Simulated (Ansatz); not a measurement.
**GeH₃Br: single points with varied inputs**

How do the results and run time of GeH₃Br respond when the settings are drawn wide?

Computed with Ansatz 0.2.0, Gaussian basis. Level: the settings change from run to run.

## Step 1: The geometry

The structure was relaxed beforehand with PBE0-D4 in a triple-zeta def2 set.

SMILES `[GeH3][Br]`, 5 atoms, charge 0, spin multiplicity 1.

Atoms are counted from 1 here; the program's logs count them from 0.

Bond lengths: Ge1–Br2 2.309 Å, Ge1–H3 1.532 Å, Ge1–H4 1.532 Å, Ge1–H5 1.532 Å. Angles: Br2–Ge1–H3 107.2°, Br2–Ge1–H4 107.2°, Br2–Ge1–H5 107.2°, H3–Ge1–H4 111.7°, H3–Ge1–H5 111.7°, H4–Ge1–H5 111.7°.

As a file:

```xyz
5

Ge    0.1491   -0.0011   -0.1375
Br   -1.5388   -0.1665    1.4298
H     0.1386    1.4371   -0.6638
H    -0.1621   -1.0110   -1.2461
H     1.4632   -0.3322    0.5760
```

## Step 2: wPBEh/def2-SVP

Contents of in.yaml:

```yaml
crystal:
  periodic: [false, false, false]
  atoms:
    - {symbol: Ge, position_ang: [0.149106, -0.001111, -0.137488]}
    - {symbol: Br, position_ang: [-1.538842, -0.166535, 1.429849]}
    - {symbol: H, position_ang: [0.138593, 1.437103, -0.663841]}
    - {symbol: H, position_ang: [-0.162095, -1.010972, -1.246056]}
    - {symbol: H, position_ang: [1.463238, -0.332185, 0.576036]}
basis:
  gaussian: {orbitals: def2-SVP}
hamiltonian: {xc: {name: wPBEh}}
```

Started as:

```console
> ansatz run in.yaml --threads 4 --pin off --events-out ev --progress --plain --max-ram 10444MiB
```

The program printed:

```text
Functional definition: wPBEh
  name "wPBEh"
  cite "Heyd, Scuseria & Ernzerhof, J. Chem. Phys. 118, 8207 (2003) doi:10.1063/1.1564060"
  cite "Krukau, Vydrov, Izmaylov & Scuseria, J. Chem. Phys. 125, 224106 (2006) doi:10.1063/1.2404663"
  cite "Heyd & Scuseria, J. Chem. Phys. 120, 7274 (2004) doi:10.1063/1.1668634"
  cite "Ernzerhof & Perdew, J. Chem. Phys. 109, 3313 (1998) doi:10.1063/1.476928"
  cite "Perdew, Burke & Ernzerhof, Phys. Rev. Lett. 77, 3865 (1996) doi:10.1103/PhysRevLett.77.3865"
  parent pbe
  parameter a = 0.25
  parameter omega = 0.11/bohr
  exchange = wpbe_x - a*pbe_x_sr(omega) + a*exact_x_sr(omega)
  correlation = pbe_c
772 factors; integrals over basis functions are off by at most 1.4e-3 eV
57 factors; integrals over basis functions are off by at most 4.0e-7 eV
mean field evaluation 1: about -126582.3628 eV, gradient 1.6e1 eV
mean field evaluation 2: about -126582.4721 eV, gradient 1.5e1 eV
mean field evaluation 4: about -126582.6931 eV, gradient 4.8e-1 eV
mean field evaluation 8: about -126582.7159 eV, gradient 2.0e-2 eV
mean field -126582.71592705 eV, -4651.8290094727 hartree, gradient 2.1e-5 eV, S^2 0.000000; 0 other end points of the search recorded, 0 dependent functions left out
reference -126582.71595717 eV, -4651.8290105794 hartree; 35, 35 occupied and 44, 44 virtual orbitals, 772 factors
Total energy: -126582.71595717 eV, -4651.8290105794 hartree
```

Wall time 0.65 s (4 threads of Arm Neoverse V2, shared host).

## Step 3: rPW86-PBE/6-31G*

Options: multiplicity 3, atoms shaken by 0.08 Å, density fitting with def2-universal-jkfit, D3(BJ) dispersion, relativity set to scalar.

Contents of in.yaml:

```yaml
crystal:
  periodic: [false, false, false]
  atoms:
    - {symbol: Ge, position_ang: [0.184948, 0.095777, -0.030215]}
    - {symbol: Br, position_ang: [-1.591874, -0.179700, 1.296697]}
    - {symbol: H, position_ang: [0.106696, 1.418352, -0.678019]}
    - {symbol: H, position_ang: [-0.228877, -0.986223, -1.188519]}
    - {symbol: H, position_ang: [1.475498, -0.300446, 0.590451]}
basis:
  gaussian: {orbitals: "6-31G*", fitting: {mean_field: def2-universal-jkfit}}
magnetization: {spin_polarized: true, initial_magnetization: 2}
hamiltonian: {xc: {name: rPW86-PBE}, dispersion: d3bj, pseudopotentials: {relativity: scalar}}
output: {forces: true}
```

Launched as before.

The program printed, cut to the lines that bear on the results:

```text
Functional definition: rPW86-PBE
  name "rPW86-PBE"
  cite "Murray, Lee & Langreth, J. Chem. Theory Comput. 5, 2754 (2009) doi:10.1021/ct900365q"
  cite "Perdew, Burke & Ernzerhof, Phys. Rev. Lett. 77, 3865 (1996) doi:10.1103/PhysRevLett.77.3865"
  parent pbe
[...]
586 factors; integrals over basis functions are off by at most 1.0e-1 eV
[...]
mean field -127794.64577072 eV, -4696.3666097517 hartree, gradient 1.1e-5 eV, S^2 2.002174; 6 other end points of the search recorded, 0 dependent functions left out
[...]
reference -127794.64587385 eV, -4696.3666135418 hartree; 36, 34 occupied and 40, 42 virtual orbitals, 586 factors
Total energy: -127794.73194445 eV, -4696.3697765780 hartree
Relativity: scalar
Atom 0 at     0.184948     0.095777    -0.030215 Å, force     3.274875     0.090963    -2.305466 eV/Å
Atom 1 at    -1.591874    -0.179700     1.296697 Å, force    -5.226672    -1.035585     3.492490 eV/Å
Atom 2 at     0.106696     1.418352    -0.678019 Å, force     0.283248     1.205113    -1.215116 eV/Å
Atom 3 at    -0.228877    -0.986223    -1.188519 Å, force     0.160784     0.215038     0.173113 eV/Å
Atom 4 at     1.475498    -0.300446     0.590451 Å, force     1.507764    -0.475529    -0.145020 eV/Å
Dipole moment:    -0.176454    -0.056455     0.071797 e Å
```

Wall time 3 s (4 threads of Arm Neoverse V2, shared host).

Largest force 6.371 eV/Å, dipole 0.95 D, ⟨S²⟩ 2.002.

## Step 4: B3LYP5/cc-pVTZ-DK

Contents of in.yaml:

```yaml
crystal:
  periodic: [false, false, false]
  atoms:
    - {symbol: Ge, position_ang: [0.149106, -0.001111, -0.137488]}
    - {symbol: Br, position_ang: [-1.538842, -0.166535, 1.429849]}
    - {symbol: H, position_ang: [0.138593, 1.437103, -0.663841]}
    - {symbol: H, position_ang: [-0.162095, -1.010972, -1.246056]}
    - {symbol: H, position_ang: [1.463238, -0.332185, 0.576036]}
basis:
  gaussian: {orbitals: cc-pVTZ-DK}
hamiltonian: {xc: {name: B3LYP5}}
output: {forces: true}
```

The command is unchanged.

The program printed, cut to the lines that bear on the results:

```text
Functional definition: B3LYP5
  name "B3LYP5"
  cite "Stephens, Devlin, Chabalowski & Frisch, J. Phys. Chem. 98, 11623 (1994) doi:10.1021/j100096a001"
  cite "Becke, Phys. Rev. A 38, 3098 (1988) doi:10.1103/PhysRevA.38.3098"
  cite "Lee, Yang & Parr, Phys. Rev. B 37, 785 (1988) doi:10.1103/PhysRevB.37.785"
  cite "Vosko, Wilk & Nusair, Can. J. Phys. 58, 1200 (1980) doi:10.1139/p80-159"
[...]
1002 factors; their error is unknown
[...]
mean field -128077.03006338 eV, -4706.7440411001 hartree, gradient 7.3e-6 eV, S^2 0.000000; 0 other end points of the search recorded, 0 dependent functions left out
[...]
reference -128077.03028388 eV, -4706.7440492034 hartree; 35, 35 occupied and 93, 93 virtual orbitals, 1002 factors
Total energy: -128077.03028388 eV, -4706.7440492034 hartree
Relativity: scalar
Atom 0 at     0.149106    -0.001111    -0.137488 Å, force     0.264889     0.026006    -0.245308 eV/Å
Atom 1 at    -1.538842    -0.166535     1.429849 Å, force    -0.216694    -0.021251     0.201168 eV/Å
Atom 2 at     0.138593     1.437103    -0.663841 Å, force     0.006238    -0.093150     0.029039 eV/Å
Atom 3 at    -0.162095    -1.010972    -1.246056 Å, force     0.025817     0.066262     0.066924 eV/Å
Atom 4 at     1.463238    -0.332185     0.576036 Å, force    -0.080250     0.022133    -0.051822 eV/Å
Dipole moment:     0.286916     0.028115    -0.266435 e Å
```

Run time: 1.2 s. Hardware: 4 threads of Arm Neoverse V2, shared host; peak memory 0.28 GiB.

Largest force 0.362 eV/Å, dipole 1.89 D.

## Step 5: B2GP-PLYP/def2-TZVPD

This run has atoms shaken by 0.03 Å.

Contents of in.yaml:

```yaml
crystal:
  periodic: [false, false, false]
  atoms:
    - {symbol: Ge, position_ang: [0.159900, 0.057173, -0.144491]}
    - {symbol: Br, position_ang: [-1.528466, -0.180141, 1.466410]}
    - {symbol: H, position_ang: [0.142217, 1.411656, -0.676211]}
    - {symbol: H, position_ang: [-0.228910, -1.005578, -1.211969]}
    - {symbol: H, position_ang: [1.438083, -0.329306, 0.558891]}
basis:
  gaussian: {orbitals: def2-TZVPD}
hamiltonian: {xc: {name: B2GP-PLYP}}
```

The command is unchanged.

The program printed, cut to the lines that bear on the results:

```text
Functional definition: B2GP-PLYP
  name "B2GP-PLYP"
  cite "Karton, Tarnopolsky, Lamère, Schatz & Martin, J. Phys. Chem. A 112, 12868 (2008) doi:10.1021/jp801805p"
  cite "Becke, Phys. Rev. A 38, 3098 (1988) doi:10.1103/PhysRevA.38.3098"
  cite "Lee, Yang & Parr, Phys. Rev. B 37, 785 (1988) doi:10.1103/PhysRevB.37.785"
[...]
940 factors; integrals over basis functions are off by at most 8.3e-4 eV
[...]
mean field -126580.34471181 eV, -4651.7418689199 hartree, gradient 9.5e-6 eV, S^2 0.000000; 0 other end points of the search recorded, 0 dependent functions left out
18 core orbitals not correlated: weight in the atoms' cores, before any rotation towards them, 1.000 or more for the frozen orbitals, at most 0.000 for the correlated occupied ones
reference -126580.34482607 eV, -4651.7418731187 hartree; 17, 17 occupied and 103, 103 virtual orbitals, 940 factors
second order -16.56676072 eV of doubles, -0.00000000 eV of singles
Total energy: -126586.30885993 eV, -4651.9610473204 hartree
```

Wall time 1.8 s (4 threads of Arm Neoverse V2, shared host); peak memory 0.27 GiB.

## Step 6: r2SCAN50/cc-pVTZ

This run has density fitting with cc-pVTZ-jkfit, D4 dispersion.

Contents of in.yaml:

```yaml
crystal:
  periodic: [false, false, false]
  atoms:
    - {symbol: Ge, position_ang: [0.149106, -0.001111, -0.137488]}
    - {symbol: Br, position_ang: [-1.538842, -0.166535, 1.429849]}
    - {symbol: H, position_ang: [0.138593, 1.437103, -0.663841]}
    - {symbol: H, position_ang: [-0.162095, -1.010972, -1.246056]}
    - {symbol: H, position_ang: [1.463238, -0.332185, 0.576036]}
basis:
  gaussian: {orbitals: cc-pVTZ, fitting: {mean_field: cc-pVTZ-jkfit}}
hamiltonian: {xc: {name: r2SCAN50}, dispersion: d4}
output: {forces: true}
```

Same command.

The program printed, cut to the lines that bear on the results:

```text
Functional definition: r2SCAN50
  name "r2SCAN50"
  cite "Bursch, Neugebauer, Ehlert & Grimme, J. Chem. Phys. 156, 134105 (2022) doi:10.1063/5.0086040"
  cite "Furness, Kaplan, Ning, Perdew & Sun, J. Phys. Chem. Lett. 11, 8208 (2020) doi:10.1021/acs.jpclett.0c02405"
  cite "Furness, Kaplan, Ning, Perdew & Sun, J. Phys. Chem. Lett. 11, 9248 (2020) doi:10.1021/acs.jpclett.0c03077"
  parent r2scan
[...]
504 factors; integrals over basis functions are off by at most 7.3e-1 eV
[...]
mean field -126615.10588000 eV, -4653.0193182890 hartree, gradient 6.8e-6 eV, S^2 0.000000; 0 other end points of the search recorded, 0 dependent functions left out
[...]
reference -126615.10588616 eV, -4653.0193185152 hartree; 35, 35 occupied and 93, 93 virtual orbitals, 504 factors
Total energy: -126615.12980307 eV, -4653.0201974455 hartree
Atom 0 at     0.149106    -0.001111    -0.137488 Å, force     0.003206     0.000392    -0.002290 eV/Å
Atom 1 at    -1.538842    -0.166535     1.429849 Å, force     0.191772     0.018762    -0.178106 eV/Å
Atom 2 at     0.138593     1.437103    -0.663841 Å, force    -0.005331    -0.251756     0.098433 eV/Å
Atom 3 at    -0.162095    -1.010972    -1.246056 Å, force     0.047115     0.175491     0.200018 eV/Å
Atom 4 at     1.463238    -0.332185     0.576036 Å, force    -0.236763     0.057111    -0.118056 eV/Å
Dipole moment:     0.310011     0.030375    -0.287880 e Å
```

It took 1.5 s on 4 threads of Arm Neoverse V2, shared host.

Largest force 0.271 eV/Å, dipole 2.04 D.

## Step 7: wPBEh/def2-TZVP

Set apart from the defaults: coordinates scaled by 1.05.

Contents of in.yaml:

```yaml
crystal:
  periodic: [false, false, false]
  atoms:
    - {symbol: Ge, position_ang: [0.156561, -0.001166, -0.144362]}
    - {symbol: Br, position_ang: [-1.615784, -0.174862, 1.501342]}
    - {symbol: H, position_ang: [0.145522, 1.508958, -0.697033]}
    - {symbol: H, position_ang: [-0.170199, -1.061521, -1.308359]}
    - {symbol: H, position_ang: [1.536399, -0.348795, 0.604838]}
basis:
  gaussian: {orbitals: def2-TZVP}
hamiltonian: {xc: {name: wPBEh}}
```

The command is unchanged.

The program printed, cut to the lines that bear on the results:

```text
Functional definition: wPBEh
  name "wPBEh"
  cite "Heyd, Scuseria & Ernzerhof, J. Chem. Phys. 118, 8207 (2003) doi:10.1063/1.1564060"
  cite "Krukau, Vydrov, Izmaylov & Scuseria, J. Chem. Phys. 125, 224106 (2006) doi:10.1063/1.2404663"
  cite "Heyd & Scuseria, J. Chem. Phys. 120, 7274 (2004) doi:10.1063/1.1668634"
  cite "Ernzerhof & Perdew, J. Chem. Phys. 109, 3313 (1998) doi:10.1063/1.476928"
  cite "Perdew, Burke & Ernzerhof, Phys. Rev. Lett. 77, 3865 (1996) doi:10.1103/PhysRevLett.77.3865"
  parent pbe
[...]
946 factors; their error is unknown
56 factors; integrals over basis functions are off by at most 1.7e-6 eV
[...]
mean field -126598.20821050 eV, -4652.3983403882 hartree, gradient 4.9e-5 eV, S^2 0.000000; 0 other end points of the search recorded, 0 dependent functions left out
reference -126598.20824588 eV, -4652.3983416886 hartree; 35, 35 occupied and 79, 79 virtual orbitals, 946 factors
Total energy: -126598.20824588 eV, -4652.3983416886 hartree
```

Wall time 0.75 s (4 threads of Arm Neoverse V2, shared host).

## Step 8: HSE06/def2-TZVPD

Options: D4 dispersion.

Contents of in.yaml:

```yaml
crystal:
  periodic: [false, false, false]
  atoms:
    - {symbol: Ge, position_ang: [0.149106, -0.001111, -0.137488]}
    - {symbol: Br, position_ang: [-1.538842, -0.166535, 1.429849]}
    - {symbol: H, position_ang: [0.138593, 1.437103, -0.663841]}
    - {symbol: H, position_ang: [-0.162095, -1.010972, -1.246056]}
    - {symbol: H, position_ang: [1.463238, -0.332185, 0.576036]}
basis:
  gaussian: {orbitals: def2-TZVPD}
hamiltonian: {xc: {name: HSE06}, dispersion: d4}
output: {forces: true}
```

The command is unchanged.

The program printed, cut to the lines that bear on the results:

```text
Functional definition: HSE06
  name "HSE06"
  cite "Heyd, Scuseria & Ernzerhof, J. Chem. Phys. 118, 8207 (2003) doi:10.1063/1.1564060"
  cite "Krukau, Vydrov, Izmaylov & Scuseria, J. Chem. Phys. 125, 224106 (2006) doi:10.1063/1.2404663"
  cite "Heyd & Scuseria, J. Chem. Phys. 120, 7274 (2004) doi:10.1063/1.1668634"
  cite "Ernzerhof & Perdew, J. Chem. Phys. 109, 3313 (1998) doi:10.1063/1.476928"
  cite "Perdew, Burke & Ernzerhof, Phys. Rev. Lett. 77, 3865 (1996) doi:10.1103/PhysRevLett.77.3865"
  parent pbe
[...]
  # The whole range is PBE's own exchange, as in plane waves. The composition of these papers is wPBEh.
[...]
1051 factors; their error is unknown
100 factors; integrals over basis functions are off by at most 3.3e-5 eV
[...]
mean field -126599.22738858 eV, -4652.4357944919 hartree, gradient 2.5e-5 eV, S^2 0.000000; 0 other end points of the search recorded, 0 dependent functions left out
[...]
reference -126599.22743428 eV, -4652.4357961713 hartree; 35, 35 occupied and 103, 103 virtual orbitals, 1051 factors
Total energy: -126599.29110415 eV, -4652.4381359960 hartree
Atom 0 at     0.149106    -0.001111    -0.137488 Å, force     0.010151     0.001031    -0.008748 eV/Å
Atom 1 at    -1.538842    -0.166535     1.429849 Å, force    -0.011292    -0.001117     0.010443 eV/Å
Atom 2 at     0.138593     1.437103    -0.663841 Å, force    -0.001622     0.008585    -0.001846 eV/Å
Atom 3 at    -0.162095    -1.010972    -1.246056 Å, force    -0.003456    -0.006361    -0.005434 eV/Å
Atom 4 at     1.463238    -0.332185     0.576036 Å, force     0.006218    -0.002137     0.005586 eV/Å
Dipole moment:     0.290317     0.028449    -0.269593 e Å
```

Run time: 1.6 s. Hardware: 4 threads of Arm Neoverse V2, shared host; peak memory 0.36 GiB.

Largest force 0.015 eV/Å, dipole 1.91 D.

## Step 9: B97M-V/6-31G

Set apart from the defaults: atoms shaken by 0.15 Å.

Contents of in.yaml:

```yaml
crystal:
  periodic: [false, false, false]
  atoms:
    - {symbol: Ge, position_ang: [0.099389, 0.068477, -0.026240]}
    - {symbol: Br, position_ang: [-1.556635, -0.200498, 1.512342]}
    - {symbol: H, position_ang: [0.248703, 1.648221, -0.662886]}
    - {symbol: H, position_ang: [-0.171174, -0.859166, -1.426565]}
    - {symbol: H, position_ang: [1.297922, -0.267061, 0.784373]}
basis:
  gaussian: {orbitals: 6-31G}
hamiltonian: {xc: {name: B97M-V}}
```

Launched as before.

The program printed, cut to the lines that bear on the results:

```text
Functional definition: B97M-V
  name "B97M-V"
  cite "Mardirossian & Head-Gordon, J. Chem. Phys. 142, 074111 (2015) doi:10.1063/1.4907719"
  cite "Becke, J. Chem. Phys. 107, 8554 (1997) doi:10.1063/1.475007"
  cite "Vydrov & Van Voorhis, J. Chem. Phys. 133, 244103 (2010) doi:10.1063/1.3521275"
  # Of w^i u^j: cxij and so on, Table III.
[...]
  gx(w, u) = cx00 + cx01*u + cx02*u^2 + (cx10 + cx11*u)*w
  gss(w, u) = css00 + css02*u^2 + css10*w + (css32*w^3 + css42*w^4)*u^2
  gos(w, u) = cos00 + cos01*u + cos03*u^3 + cos10*w + cos32*w^3*u^2
[...]
      + integral(e_c_pw_mod_opposite_spin*gos(b97_w_opposite, b97_u_opposite)) + vv10(b, c)
799 factors; their error is unknown
[...]
mean field -126570.19312292 eV, -4651.3688049091 hartree, gradient 1.2e-5 eV, S^2 0.000000; 0 other end points of the search recorded, 0 dependent functions left out
reference -126570.19317189 eV, -4651.3688067086 hartree; 35, 35 occupied and 29, 29 virtual orbitals, 799 factors
Total energy: -126570.19317189 eV, -4651.3688067086 hartree
```

It took 1.2 s on 4 threads of Arm Neoverse V2, shared host.

## Step 10: MP2/def2-SVPD

Set apart from the defaults: a point charge of 1.00 e beside it, the search for lower states set to off.

Contents of in.yaml:

```yaml
crystal:
  periodic: [false, false, false]
  atoms:
    - {symbol: Ge, position_ang: [0.149106, -0.001111, -0.137488]}
    - {symbol: Br, position_ang: [-1.538842, -0.166535, 1.429849]}
    - {symbol: H, position_ang: [0.138593, 1.437103, -0.663841]}
    - {symbol: H, position_ang: [-0.162095, -1.010972, -1.246056]}
    - {symbol: H, position_ang: [1.463238, -0.332185, 0.576036]}
basis:
  gaussian: {orbitals: def2-SVPD, point_charges: [{charge: 1.00, position_ang: [4.200, -0.862, -0.844]}]}
hamiltonian: {xc: {name: HF}}
correlation: {method: mp2}
scf: {lower_state_search: off}
output: {forces: true}
```

Same command.

The program printed, cut to the lines that bear on the results:

```text
Functional definition: HF
  name "HF"
  cite "Fock, Z. Phys. 61, 126 (1930) doi:10.1007/BF01340294"
  parent pbe
[...]
993 factors; integrals over basis functions are off by at most 1.3e-3 eV
[...]
mean field -126505.42348930 eV, -4648.9885647758 hartree, gradient 3.7e-6 eV, S^2 0.000000; 0 other end points of the search recorded, 0 dependent functions left out
18 core orbitals not correlated: weight in the atoms' cores, before any rotation towards them, 1.000 or more for the frozen orbitals, at most 0.000 for the correlated occupied ones
reference -126505.42348930 eV, -4648.9885647758 hartree; 17, 17 occupied and 68, 68 virtual orbitals, 993 factors
second order -13.06104279 eV of doubles, -0.00000000 eV of singles
[...]
Total energy: -126518.48453209 eV, -4649.4685492453 hartree
Atom 0 at     0.149106    -0.001111    -0.137488 Å, force    -0.814510     0.217854    -0.137276 eV/Å
Atom 1 at    -1.538842    -0.166535     1.429849 Å, force     0.205454    -0.029046    -0.048135 eV/Å
Atom 2 at     0.138593     1.437103    -0.663841 Å, force     0.179745    -0.233563     0.071381 eV/Å
Atom 3 at    -0.162095    -1.010972    -1.246056 Å, force     0.221291     0.089623     0.130171 eV/Å
Atom 4 at     1.463238    -0.332185     0.576036 Å, force     0.299192    -0.050661    -0.104277 eV/Å
Dipole moment:    -0.095145     0.089481    -0.165033 e Å
Checks for a lower state left out: starts, cluster_reference, orbital_swaps, neighbouring_geometries, increment
```

It took 1.2 s on 4 threads of Arm Neoverse V2, shared host.

Largest force 0.854 eV/Å, dipole 1.01 D.

## Step 11: The runs in one table

```
               level  charge  multiplicity               geometry  functions  energy (eV)    time
      wPBEh/def2-SVP       0             1                relaxed         79  -126582.716  0.65 s
    rPW86-PBE/6-31G*       0             3                 shaken         76  -127794.732     3 s
   B3LYP5/cc-pVTZ-DK       0             1                relaxed        128  -128077.030   1.2 s
B2GP-PLYP/def2-TZVPD       0             1                 shaken        138  -126586.309   1.8 s
    r2SCAN50/cc-pVTZ       0             1                relaxed        128  -126615.130   1.5 s
     wPBEh/def2-TZVP       0             1                 scaled        114  -126598.208  0.75 s
    HSE06/def2-TZVPD       0             1                relaxed        138  -126599.291   1.6 s
        B97M-V/6-31G       0             1                 shaken         64  -126570.193   1.2 s
       MP2/def2-SVPD       0             1  relaxed, point charge        103  -126518.485   1.2 s
```

## Step 12: What came out

| quantity | value |
| --- | --- |
| runs | 9 |
| quickest | wPBEh/def2-SVP, 0.65 s |
| slowest | rPW86-PBE/6-31G*, 3 s |
| spread of total energies, same state and geometry | 1494.3 eV |
| dipole, same state and geometry | 1.89 to 2.04 D |

rPW86-PBE/6-31G* took 5 times as long as wPBEh/def2-SVP. The jobs differ in tasks and options as well as level. The totals spread over 1494 eV; they can't be compared across methods or bases. Some of these runs are scalar-relativistic and others not, which shifts the totals of all-electron atoms past neon by eV; core potentials, where a basis has them, take the core out of the total altogether. At the PBE0-D4/def2-TZVP geometry and in the same state, runs without warnings or point charges leave forces up to 0.36 eV/Å (B3LYP5/cc-pVTZ-DK). At that geometry and state the dipole changes by 8 % between the lowest and highest value.
